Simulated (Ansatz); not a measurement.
Molecular dynamics of HC₁₆

Input:

```yaml
crystal:
  lattice:
    - [0.0, 3.57, 3.57]
    - [3.57, 0.0, 3.57]
    - [3.57, 3.57, 0.0]
  atoms:
    - { symbol: C, position: [-0.03872938, 0.03470661, 0.01580937] }
    - { symbol: C, position: [0.09575446, 0.14649356, 0.14098368] }
    - { symbol: C, position: [-0.01581927, 0.01816919, 0.49894472] }
    - { symbol: C, position: [0.09999351, 0.14421529, 0.63943278] }
    - { symbol: C, position: [-0.05852905, 0.54378019, 0.02145806] }
    - { symbol: C, position: [0.08151269, 0.66802624, 0.1455574] }
    - { symbol: C, position: [-0.03298285, 0.52050315, 0.51630922] }
    - { symbol: C, position: [0.07519103, 0.64627416, 0.6462179] }
    - { symbol: C, position: [0.48585587, 0.01201575, 0.02068925] }
    - { symbol: C, position: [0.59413451, 0.14258249, 0.14946136] }
    - { symbol: C, position: [0.47381893, 0.02382028, 0.50874622] }
    - { symbol: C, position: [0.57679433, 0.13219601, 0.65057262] }
    - { symbol: C, position: [0.45705841, 0.52931614, 0.02061169] }
    - { symbol: C, position: [0.58616351, 0.6294122, 0.16394846] }
    - { symbol: C, position: [0.43572588, 0.51960145, 0.52410434] }
    - { symbol: C, position: [0.5920085, 0.63420507, 0.64525603] }
    - { symbol: H, position: [0.82462223, 0.93526861, 0.8791162], spin: 1.0 }
magnetization:
  spin_polarized: true
basis:
  ecutwfc: 420.0
kpoints:
  mp_grid: { grid: [3, 3, 3] }
hamiltonian:
  xc: pbe
scf:
  occupations: { method: fermi_dirac, width: 0.05 }
  lower_state_search: "off"
md:
  timestep: 0.5
  n_steps: 100
  ensemble: nvt_langevin
  temperature: 1680.0
  initial_velocities: maxwell_boltzmann
  seed: 184615
  friction: 0.05
```

Launched with:

```bash
$ ansatz run input.yaml --threads 1 --pin off --max-ram 3072MiB --backend cpu --events-out ev --progress --plain --runs-dir out
```

It goes on from the last frame of an earlier run, with new velocities.

Output, in part (warnings, step lines):

```
WARN: the starting moments were not kept: the SCF closed with an absolute magnetisation of 6.0e-5 μB, where they sum to 1 μB in size (1 site). That is at most 0.1 of that sum. Measured as dr2_m measures the in/out step, that magnetisation stands 1.1e-9 eV from none, at or under the dr2_threshold of …
md step     0: t =     0.00 fs  T =  1581.2 K  F+E_penalty+E_count = -4021.23360915 eV  E_kin = 3.474509 eV  (24 SCF iters)
md step     1: t =     0.50 fs  T =  1409.5 K  F+E_penalty+E_count = -4021.17485229 eV  E_kin = 3.097302 eV  (10 SCF iters)
md step     2: t =     1.00 fs  T =  1441.2 K  F+E_penalty+E_count = -4021.08025438 eV  E_kin = 3.167012 eV  (10 SCF iters)
md step     3: t =     1.50 fs  T =  1456.7 K  F+E_penalty+E_count = -4020.94208162 eV  E_kin = 3.200886 eV  (10 SCF iters)
md step     4: t =     2.00 fs  T =  1412.4 K  F+E_penalty+E_count = -4020.77940082 eV  E_kin = 3.103617 eV  (10 SCF iters)
md step     5: t =     2.50 fs  T =  1304.9 K  F+E_penalty+E_count = -4020.58936878 eV  E_kin = 2.867408 eV  (10 SCF iters)
md step     6: t =     3.00 fs  T =  1238.2 K  F+E_penalty+E_count = -4020.37020612 eV  E_kin = 2.720807 eV  (10 SCF iters)
md step     7: t =     3.50 fs  T =  1188.9 K  F+E_penalty+E_count = -4020.14017432 eV  E_kin = 2.612431 eV  (10 SCF iters)
[... lines left out ...]
md step   100: t =    50.00 fs  T =  1522.0 K  F+E_penalty+E_count = -4018.10090088 eV  E_kin = 3.344461 eV  (9 SCF iters)
```

The steps, from the saved trajectory:

| time (fs) | T (K) | potential energy less start (eV) |
| --- | --- | --- |
| 0.0 | 1581 | 0.000 |
| 1.5 | 1457 | 0.292 |
| 3.0 | 1238 | 0.863 |
| 4.5 | 1092 | 1.504 |
| 6.0 | 969 | 1.881 |
| 7.5 | 1202 | 1.842 |
| 9.0 | 1255 | 1.707 |
| 10.5 | 1361 | 1.603 |
| 12.0 | 1077 | 1.570 |
| 13.5 | 1240 | 1.544 |
| 15.0 | 1281 | 1.518 |
| 16.5 | 1454 | 1.537 |
| 18.0 | 1535 | 1.513 |
| 19.5 | 1684 | 1.704 |
| 21.0 | 1529 | 1.825 |
| 22.5 | 1629 | 1.638 |
| 24.0 | 1860 | 1.336 |
| 25.5 | 1731 | 1.112 |
| 27.0 | 1627 | 1.186 |
| 28.5 | 1528 | 1.433 |
| 30.0 | 1388 | 1.934 |
| 31.5 | 1387 | 2.336 |
| 33.0 | 1262 | 2.467 |
| 34.5 | 1250 | 2.290 |
| 36.0 | 1518 | 2.048 |
| 37.5 | 1527 | 1.823 |
| 39.0 | 1839 | 1.776 |
| 40.5 | 1742 | 2.023 |
| 42.0 | 1677 | 2.440 |
| 43.5 | 1456 | 2.918 |
| 45.0 | 1526 | 3.250 |
| 46.5 | 1566 | 3.298 |
| 48.0 | 1642 | 3.243 |
| 49.5 | 1754 | 3.163 |

The run went to its last step. A run of 0.05 ps of so small a system gives no equilibrium averages. Limits of this set-up: coarse k mesh.

Mean squared displacements from the first frame to the last, about the centre of mass: C 0.03 Å², H 0.48 Å².

Last frame:

```xyz
17
Lattice="0.0000 3.5700 3.5700 3.5700 0.0000 3.5700 3.5700 3.5700 0.0000" Properties=species:S:1:pos:R:3
C 0.056 -0.015 -0.084
C 1.002 0.912 0.765
C 1.788 1.750 -0.179
C 2.791 2.607 0.677
C 1.852 0.013 1.548
C 2.655 0.996 2.616
C 3.585 1.663 1.661
C 4.555 2.836 2.451
C 0.102 1.744 1.599
C 0.951 2.608 2.631
C 2.002 3.535 1.615
C 2.643 4.381 2.566
C 1.894 1.914 3.507
C 2.832 2.721 4.353
C 3.673 3.658 3.504
C 4.668 4.345 4.331
H 6.534 6.663 5.759
```

Time of the run: 13 min on 1 thread of Intel(R) Xeon(R) 6975P-C (Granite Rapids) (shared host), peak memory 0.46 GiB.
